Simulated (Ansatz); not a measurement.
Working through a band structure of WC, space group Fm-3m

Computed with Ansatz 0.2.0 through its Python package.

The cells in order, each with its output:

In [1]:
```python
from collections import defaultdict
import json

import ansatz as az
import numpy as np
```

In [2]:
```python
wc = (
    az.Lattice.of((0.0, 2.19268, 2.19268), (2.19268, 0.0, 2.19268), (2.19268, 2.19268, 0.0))
    .atom("W", (0.0, 0.0, 0.0))
    .atom("C", (0.5, 0.5, 0.5))
)

path = [
    ("K", (0.375, 0.375, 0.75)),
    ("G", (0.0, 0.0, 0.0)),
    ("L", (0.5, 0.5, 0.5)),
    ("W", (0.5, 0.25, 0.75)),
    ("X", (0.5, 0.0, 0.5)),
]
base = (
    wc.calculation()
    .functional("r2scan")
    .kpoints(5, center="gamma")
    .occupations("gaussian", width=0.01)
    .scf(max_iterations=80)
    .band_structure([point for _, point in path], intervals=10)
    .scf(extra_bands=8)
    .density_of_states(energy_step=0.1, method="smearing", broadening_width=0.15, projected=True)
)
outcome = base.run(threads=1)
data = outcome.report

sorted(key for key in data if key.endswith("_ev"))
```
```text
DeckWarning: basis.ecutwfc = 500 eV, auto-derived from the records' recommended cutoffs: set by W (their level for a meta-GGA)
```
Out [2]:
```text
['eigenvalues_ev', 'energy_sigma0_ev', 'entropy_ts_ev', 'fermi_energy_ev', 'free_energy_ev',
 'gap_by_band_count_ev', 'harris_foulkes_ev', 'internal_energy_ev', 'lagrangian_above_aufbau_ev',
 'lagrangian_ev', 'lagrangian_sigma0_ev', 'loop_eigenvalues_ev', 'loop_fermi_energy_ev',
 'occupations_fermi_energy_ev', 'residual_norms_ev']
```

In [3]:
```python
print("%-22s %14.5f eV" % ("F = E - TS", data["free_energy_ev"]))
print("%-22s %14.5f eV" % ("E", data["internal_energy_ev"]))
print("%-22s %14.5f eV" % ("Harris-Foulkes", data["harris_foulkes_ev"]))
print("%-22s %14.5f eV" % ("Fermi level", data["fermi_energy_ev"]))
```
```text
F = E - TS               -10648.37409 eV
E                        -10648.37323 eV
Harris-Foulkes           -10648.37409 eV
Fermi level                  22.14343 eV
```

In [4]:
```python
dos = outcome.density_of_states()
energy = np.asarray(dos.energies_ev) - dos.fermi_ev
projected = outcome.projected_density_of_states()
by_shell = defaultdict(float)
for site in projected.sites:
    for shell in site.shells:
        for part in shell.curves:
            by_shell[f"{site.species} {'spdf'[shell.l]}"] += np.sum(part.g_bin_mean_per_ev, axis=0)
print("E - E_F  " + " ".join(f"{name:>7s}" for name in by_shell))
for e in np.arange(-8, 8 + 0.1, 1.0):
    print(f"{e:7.1f}  " + " ".join(f"{np.interp(e, energy, curve):7.3f}" for curve in by_shell.values()))
```
```text
E - E_F      W s     W p     W d     C s     C p
   -8.0    0.122   0.021   0.578   0.060   0.782
   -7.0    0.051   0.030   1.133   0.029   1.107
   -6.0    0.004   0.013   0.799   0.040   0.413
   -5.0    0.000   0.010   0.363   0.000   0.481
   -4.0    0.000   0.007   0.336   0.000   0.310
   -3.0    0.000   0.000   0.019   0.000   0.014
   -2.0    0.000   0.000   0.870   0.000   0.029
   -1.0    0.000   0.006   0.774   0.000   0.411
    0.0    0.029   0.000   1.423   0.051   0.193
    1.0    0.022   0.003   0.659   0.007   0.478
    2.0    0.014   0.002   1.320   0.005   0.283
    3.0    0.040   0.000   0.209   0.045   0.074
    4.0    0.004   0.002   0.259   0.018   0.234
    5.0    0.150   0.000   0.199   0.124   0.001
    6.0    0.085   0.002   0.568   0.266   0.239
    7.0    0.000   0.000   0.000   0.000   0.000
    8.0    0.008   0.000   0.142   0.005   0.175
```

In [5]:
```python
keep = ["free_energy_ev", "energy_sigma0_ev", "fermi_energy_ev", "n_iterations", "converged", "magnetization_mub", "n_kpoints"]
with open("wc.json", "w") as handle:
    json.dump({key: data[key] for key in keep}, handle, indent=1)
```

In [6]:
```python
bands = outcome.band_structure()
fermi = bands.fermi_energy_ev
print(f"zero of the bands: {fermi:.3f} eV, the Fermi level found on the SCF mesh")
for spin, channel in enumerate(bands.channels):
    print("channel", spin, "- computed levels within 6 eV of the Fermi level")
    for i, (label, _) in enumerate(path):
        levels = channel.eigenvalues_ev[i * 10] - fermi
        print(f"  {label:3s}", " ".join(f"{e:7.3f}" for e in levels if abs(e) < 6))
```
```text
zero of the bands: 22.143 eV, the Fermi level found on the SCF mesh
channel 0 - computed levels within 6 eV of the Fermi level
  K    -5.495  -2.090   1.061   2.220   4.634   4.650
  G    -3.245  -3.245  -3.245  -1.465  -1.465  -1.465  -1.415  -1.415
  L     0.670   0.670   2.096   4.962
  W     0.143   0.143   1.920   3.285   4.603
  X    -3.013  -3.013   0.453   1.911   1.911   5.342
```

It writes `wc.json`:
```json
{
 "free_energy_ev": -10648.374092661674,
 "energy_sigma0_ev": -10648.373661233893,
 "fermi_energy_ev": 22.143427087191334,
 "n_iterations": 6,
 "converged": true,
 "magnetization_mub": 0.0,
 "n_kpoints": 10
}
```

Caveats:
- These settings explore the input space; cutoff and mesh may be short of convergence.
- Spin is left out of this run.
- For a metal this mesh is far too coarse, so the numbers only illustrate the procedure.
- The zero of the levels is a convention of the potentials, so an absolute Fermi energy is no work function.
- Projections exist only for the shells that the potentials hold, some of them semicore, and samples at single energies can miss narrow peaks.
- A gap by band count of zero or less means overlapping bands, a metal.
- This cell is a computed structure, which may not be the phase found in nature.
- Levels are Kohn-Sham eigenvalues on this mesh, without spin-orbit coupling.
- Warnings are shown shortened and without file and line.
- The density of states is complete only as far up as bands were computed.
- The whole script took 1.7 s on 1 thread of AMD EPYC 7B13 (Zen 3), with other jobs on the host, peak memory 0.39 GiB.

(Lines on the test bed's own set-up are left out of the output.)
